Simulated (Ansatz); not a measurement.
# C4H8BF: how energies converge with the basis set

An exercise on one series of results from a longer session: the logs are not shown, and one member is left open.

Method: one geometry, several basis sets; program: Ansatz 0.2.0, Gaussian basis.

The runs, in order: PBE0-D4/def2-SVP; ωB97M-V/def2-SVP; PBE0-D4/def2-QZVPP; ωB97M-V/def2-QZVPP; the functionals' def2-TZVPP values are taken from earlier runs.

**Structure used throughout**

All runs share one geometry, relaxed beforehand with PBE0-D4 in a triple-zeta def2 set.

SMILES `C=CCB(C)F`, 14 atoms, charge 0, spin multiplicity 1.

Atoms are counted from 1 here; the program's logs count them from 0.

Bond lengths: C1–C2 1.327 Å, C1–H7 1.084 Å, C1–H8 1.086 Å, C2–C3 1.499 Å, C2–H9 1.088 Å, C3–B4 1.576 Å, C3–H10 1.092 Å, C3–H11 1.096 Å, B4–C5 1.559 Å, B4–F6 1.336 Å, C5–H12 1.098 Å, C5–H13 1.094 Å, C5–H14 1.091 Å. Angles: C2–C1–H7 121.4°, C2–C1–H8 121.6°, H7–C1–H8 117.1°, C1–C2–C3 125.2°, C1–C2–H9 118.9°, C3–C2–H9 115.8°, C2–C3–B4 106.6°, C2–C3–H10 110.2°, C2–C3–H11 109.8°, B4–C3–H10 111.5°, B4–C3–H11 109.8°, H10–C3–H11 108.9°, C3–B4–C5 124.4°, C3–B4–F6 116.7°, C5–B4–F6 118.9°, B4–C5–H12 108.7°, B4–C5–H13 111.2°, B4–C5–H14 113.5° and more.

As a file:

```xyz
14
charge 0, multiplicity 1
C    -0.2066   -2.2143   -0.3437
C    -0.3447   -1.3255    0.6323
C     0.5711   -0.1658    0.8814
B    -0.1973    1.1253    0.4044
C     0.0528    1.8479   -0.9541
F    -1.1425    1.5979    1.2215
H    -0.9256   -3.0123   -0.4859
H     0.6360   -2.1807   -1.0277
H    -1.2076   -1.3983    1.2911
H     1.5067   -0.3006    0.3338
H     0.7943   -0.0917    1.9516
H     0.9901    2.4146   -0.8834
H     0.1998    1.1282   -1.7643
H    -0.7396    2.5460   -1.2282
```

The first run:

in.yaml reads:

```yaml
crystal:
  periodic: [false, false, false]
  atoms:
    - {symbol: C, position_ang: [-0.206599, -2.214275, -0.343716]}
    - {symbol: C, position_ang: [-0.344744, -1.325495, 0.632297]}
    - {symbol: C, position_ang: [0.571116, -0.165797, 0.881448]}
    - {symbol: B, position_ang: [-0.197339, 1.125313, 0.404435]}
    - {symbol: C, position_ang: [0.052775, 1.847886, -0.954140]}
    - {symbol: F, position_ang: [-1.142537, 1.597918, 1.221518]}
    - {symbol: H, position_ang: [-0.925648, -3.012279, -0.485898]}
    - {symbol: H, position_ang: [0.636013, -2.180663, -1.027715]}
    - {symbol: H, position_ang: [-1.207559, -1.398337, 1.291130]}
    - {symbol: H, position_ang: [1.506711, -0.300602, 0.333798]}
    - {symbol: H, position_ang: [0.794338, -0.091730, 1.951576]}
    - {symbol: H, position_ang: [0.990109, 2.414613, -0.883406]}
    - {symbol: H, position_ang: [0.199793, 1.128250, -1.764331]}
    - {symbol: H, position_ang: [-0.739632, 2.545999, -1.228197]}
basis:
  gaussian: {orbitals: def2-SVP}
hamiltonian: {xc: pbe0, dispersion: d4}
output: {orbitals: {seedname: orbitals}}
```

Run with:

```
$ ansatz run in.yaml --threads 4 --pin off --events-out ev --progress --plain --max-ram 10444MiB
```

Steps of the session up to this table: PBE0-D4 in def2-SVP; ωB97M-V in def2-SVP; PBE0-D4 in def2-QZVPP; ωB97M-V in def2-QZVPP.

One table of the session follows, with a row left open; its other results are not shown here.

It belongs to the step «Functionals by basis». 

```
functional       basis  HOMO (eV)  LUMO (eV)
   PBE0-D4    def2-SVP      -7.19      -0.28
   PBE0-D4  def2-TZVPP      -7.26      -0.42
   PBE0-D4  def2-QZVPP      -7.27      -0.47
   ωB97M-V    def2-SVP      -9.42       1.84
   ωB97M-V  def2-TZVPP          ?          ?
   ωB97M-V  def2-QZVPP      -9.50       1.53
```

**Question.** Estimate the row for ωB97M-V, def2-TZVPP.

The run gave: HOMO (eV): -9.49; LUMO (eV): 1.64. In the column «HOMO (eV)» it lies between ωB97M-V, def2-QZVPP (-9.50) and ωB97M-V, def2-SVP (-9.42).
